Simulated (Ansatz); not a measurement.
# C₂H₉B₂N: up Jacob's ladder to CCSD(T)

One table from this session's results is given with a row withheld; the runs are named, their logs left out.

Method: functionals in def2-TZVPP, the program's frozen cores in correlated methods; program: Ansatz 0.2.0, Gaussian basis.

Plan: LDA (SPW92), PBE-D4, revPBE-D4, BLYP-D4, r2SCAN-D4, B97M-V, PBE0-D4, B3LYP-D4, r2SCANh-D4, r2SCAN0-D4, HSE06-D4, BHLYP-D4, CAM-B3LYP-D4, LC-ωPBE, ωB97X-V, ωB97M-V, B2PLYP, PBE-QIDH; CCSD(T)/def2-SVP; CCSD(T)/def2-TZVPP; MP2/def2-QZVPP; extrapolation to the limit; RPA on PBE.

## Structure used throughout

An earlier PBE0-D4 in a triple-zeta def2 set relaxation fixed the geometry.

SMILES `BN(B)CC`, 14 atoms, charge 0, spin multiplicity 1.

Atoms are counted from 1 here; the program's logs count them from 0.

Bond lengths: B1–N2 1.418 Å, B1–H6 1.199 Å, B1–H7 1.193 Å, N2–B3 1.418 Å, N2–C4 1.468 Å, B3–H8 1.199 Å, B3–H9 1.193 Å, C4–C5 1.515 Å, C4–H10 1.092 Å, C4–H11 1.092 Å, C5–H12 1.093 Å, C5–H13 1.092 Å, C5–H14 1.093 Å. Angles: N2–B1–H6 119.1°, N2–B1–H7 119.2°, H6–B1–H7 121.7°, B1–N2–B3 121.0°, B1–N2–C4 119.5°, B3–N2–C4 119.5°, N2–B3–H8 119.1°, N2–B3–H9 119.2°, H8–B3–H9 121.7°, N2–C4–C5 111.8°, N2–C4–H10 108.6°, N2–C4–H11 108.6°, C5–C4–H10 110.1°, C5–C4–H11 110.1°, H10–C4–H11 107.5°, C4–C5–H12 110.7°, C4–C5–H13 110.8°, C4–C5–H14 110.7° and more.

As a file:

```xyz
14

B    -0.9318   -0.2699    1.5530
N    -0.2224   -0.5845    0.3657
B     0.6949   -1.6655    0.3268
C    -0.4187    0.2406   -0.8325
C     0.5424    1.4106   -0.8728
H    -1.7024    0.6481    1.5457
H    -0.7494   -0.9273    2.5315
H     1.2723   -1.9037   -0.6963
H     0.8694   -2.3164    1.3110
H    -0.2817   -0.3888   -1.7147
H    -1.4498    0.6009   -0.8421
H     1.5776    1.0602   -0.8757
H     0.3822    2.0124   -1.7703
H     0.4045    2.0541   -0.0001
```

Set-up of the first run:

The input, in.yaml:

```yaml
crystal:
  periodic: [false, false, false]
  atoms:
    - {symbol: B, position_ang: [-0.931792, -0.269935, 1.552974]}
    - {symbol: N, position_ang: [-0.222414, -0.584487, 0.365675]}
    - {symbol: B, position_ang: [0.694907, -1.665537, 0.326764]}
    - {symbol: C, position_ang: [-0.418654, 0.240591, -0.832547]}
    - {symbol: C, position_ang: [0.542356, 1.410612, -0.872768]}
    - {symbol: H, position_ang: [-1.702431, 0.648134, 1.545748]}
    - {symbol: H, position_ang: [-0.749420, -0.927254, 2.531453]}
    - {symbol: H, position_ang: [1.272255, -1.903721, -0.696317]}
    - {symbol: H, position_ang: [0.869406, -2.316447, 1.310950]}
    - {symbol: H, position_ang: [-0.281710, -0.388781, -1.714691]}
    - {symbol: H, position_ang: [-1.449770, 0.600924, -0.842092]}
    - {symbol: H, position_ang: [1.577610, 1.060237, -0.875744]}
    - {symbol: H, position_ang: [0.382164, 2.012392, -1.770257]}
    - {symbol: H, position_ang: [0.404493, 2.054071, -0.000148]}
basis:
  gaussian: {orbitals: def2-TZVPP}
hamiltonian: {xc: lda}
output: {orbitals: {seedname: orbitals}}
```

Steps of the session up to this table: LDA; PBE-D4 (GGA); revPBE-D4 (GGA); BLYP-D4 (GGA); r2SCAN-D4 (meta-GGA); B97M-V (meta-GGA); PBE0-D4 (hybrid); B3LYP-D4 (hybrid); r2SCANh-D4 (hybrid); r2SCAN0-D4 (hybrid); HSE06-D4 (hybrid); BHLYP-D4 (hybrid); CAM-B3LYP-D4 (range-separated); LC-ωPBE-D4 (range-separated; the results give it without D4); ωB97X-V (range-separated); ωB97M-V (range-separated); B2PLYP (double hybrid); PBE-QIDH (double hybrid).

One table of the session follows, with a row left open; its other results are not shown here.

It belongs to the step «Orbital energies across the functionals». 

| functional | HOMO (eV) | gap (eV) |
| --- | --- | --- |
| LDA (SPW92) | -7.47 | 4.90 |
| PBE-D4 | -7.47 | 5.21 |
| revPBE-D4 | -7.43 | 5.28 |
| BLYP-D4 | -7.34 | 5.25 |
| r2SCAN-D4 | -7.69 | 5.81 |
| B97M-V | -7.81 | 5.83 |
| PBE0-D4 | ? | ? |
| B3LYP-D4 | -8.46 | 7.01 |
| r2SCANh-D4 | -8.14 | 6.62 |
| r2SCAN0-D4 | -8.83 | 7.83 |
| HSE06-D4 | -8.29 | 6.67 |
| BHLYP-D4 | -9.77 | 9.63 |
| CAM-B3LYP-D4 | -10.05 | 9.91 |
| LC-ωPBE | -11.43 | 12.48 |
| ωB97X-V | -11.06 | 12.01 |
| ωB97M-V | -11.00 | 11.70 |

Estimate the missing values for PBE0-D4.

As computed: HOMO (eV): -8.69; gap (eV): 7.45. In the column «HOMO (eV)» it lies between r2SCAN0-D4 (-8.83) and B3LYP-D4 (-8.46).
